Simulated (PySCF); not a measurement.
**Rb⁺: the SCF solver's settings**

Do solver options change the result for Rb⁺, or only the number of cycles?

Method: method and basis as typed in the scripts; program: PySCF 2.14.0.

2 further runs of the same task are left out: 2 for a known fault of the program.

### 1 The atom

Rb⁺: 1 atom, charge 1, spin multiplicity 1.

### 2 Base script

input.py

```python
from pyscf import gto, scf, cc

mol = gto.M(
    atom='Rb 0 0 0',
    basis='crenbl',
    ecp={'Rb': 'crenbl'},
    charge=1,
    spin=0,
    verbose=4,
)
mf = scf.UHF(mol)
mf.kernel()
mycc = cc.CCSD(mf)
mycc.kernel()
mf.dip_moment()
print('orbital energies (hartree):', [e[max(0, n-3):n+3].round(4) for e, n in zip(mf.mo_energy, mol.nelec)])
```

On the command line:

```console
> OMP_NUM_THREADS=1 python input.py
```

The log of this run is left out.

In short: E(SCF) = -23.635073 Eh, 6 cycles, E(CCSD) − E(SCF) = -0.02593 Eh.

### 3 Damping 0.95

Variant 1 changes damping: none → 0.95.

input.py

```python
from pyscf import gto, scf, cc

mol = gto.M(
    atom='Rb 0 0 0',
    basis='crenbl',
    ecp={'Rb': 'crenbl'},
    charge=1,
    spin=0,
    verbose=4,
)
mf = scf.UHF(mol)
mf.damp = 0.95
mf.diis_start_cycle = 8
mf.kernel()
mycc = cc.CCSD(mf)
mycc.kernel()
mf.dip_moment()
print('orbital energies (hartree):', [e[max(0, n-3):n+3].round(4) for e, n in zip(mf.mo_energy, mol.nelec)])
```

On the command line:

```console
> OMP_NUM_THREADS=1 python input.py
```

### 4 Convergence threshold 1e-16 hartree

Variant 2 changes convergence threshold: default → 1e-16 hartree.

Changes to input.py since step 2:

```diff
@@ -11,2 +11,3 @@
 mf = scf.UHF(mol)
+mf.conv_tol = 1e-16
 mf.kernel()
```

### 5 DIIS space 12

Variant 3 changes DIIS space: default → 12.

Changes to input.py since step 2:

```diff
@@ -11,2 +11,3 @@
 mf = scf.UHF(mol)
+mf.diis_space = 12
 mf.kernel()
```

### 6 Smearing width 0.001 hartree

Variant 4 changes smearing width: none → 0.001 hartree; step after the SCF: ccsd → none.

Changes to input.py since step 2:

```diff
@@ -1,2 +1,2 @@
-from pyscf import gto, scf, cc
+from pyscf import gto, scf
 
@@ -11,5 +11,4 @@
 mf = scf.UHF(mol)
+mf = scf.addons.smearing_(mf, sigma=0.001, method='fermi')
 mf.kernel()
-mycc = cc.CCSD(mf)
-mycc.kernel()
 mf.dip_moment()
```

### 7 Point-group symmetry on

Variant 5 changes point-group symmetry: off → on.

Changes to input.py since step 2:

```diff
@@ -8,2 +8,3 @@
     spin=0,
+    symmetry=True,
     verbose=4,
```

### 8 Second-order solver on

Variant 6 changes second-order solver: off → on.

Changes to input.py since step 2:

```diff
@@ -11,2 +11,3 @@
 mf = scf.UHF(mol)
+mf = mf.newton()
 mf.kernel()
```

Q: Predict the outcome of this session. Wanted: for each run, E(SCF); from base; gap; after the SCF.

As calculated:

```csv
run,E(SCF) (hartree),from base (eV),cycles,gap (eV),after the SCF
base,-23.635073,0,6,23.69,CCSD correlation -0.706 eV
damping 0.95,-23.635073,0.0000,12,23.69,CCSD correlation -0.706 eV
convergence threshold 1e-16 hartree,-23.635073,0.0000,42,23.69,CCSD correlation -0.706 eV
DIIS space 12,-23.635073,0.0000,6,23.69,CCSD correlation -0.706 eV
smearing width 0.001 hartree,-23.635073,0.0000,6,n/a,n/a
point-group symmetry on,-23.635073,0.0000,6,23.69,CCSD correlation -0.706 eV
second-order solver on,-23.635073,0.0000,2 macro,23.69,CCSD correlation -0.706 eV
```

Distance from each run's final energy (log10 hartree) by cycle:

```csv
run,cycle 1,cycle 2,cycle 3,cycle 5,cycle 8,cycle 12
base,-1.9,-4.3,-6.3,-10.8,done,done
damping 0.95,-1.9,-1.9,-2.0,-2.1,-4.6,< -11
convergence threshold 1e-16 hartree,-1.9,-4.3,-6.3,-10.8,< -11,< -11
DIIS space 12,-1.9,-4.3,-6.3,-10.8,done,done
smearing width 0.001 hartree,-1.9,-4.3,-6.3,-10.8,done,done
point-group symmetry on,-1.9,-4.3,-6.3,-10.8,done,done
```

The SCF energy stays the same, to the digits that matter, with damping 0.95 or convergence threshold 1e-16 hartree or DIIS space 12 or smearing width 0.001 hartree or point-group symmetry on or second-order solver on. The base needs 6 cycles and the run with damping 0.95 needs 12. The cycles with DIIS space 12 repeat those of the base digit for digit, so the setting never acted.
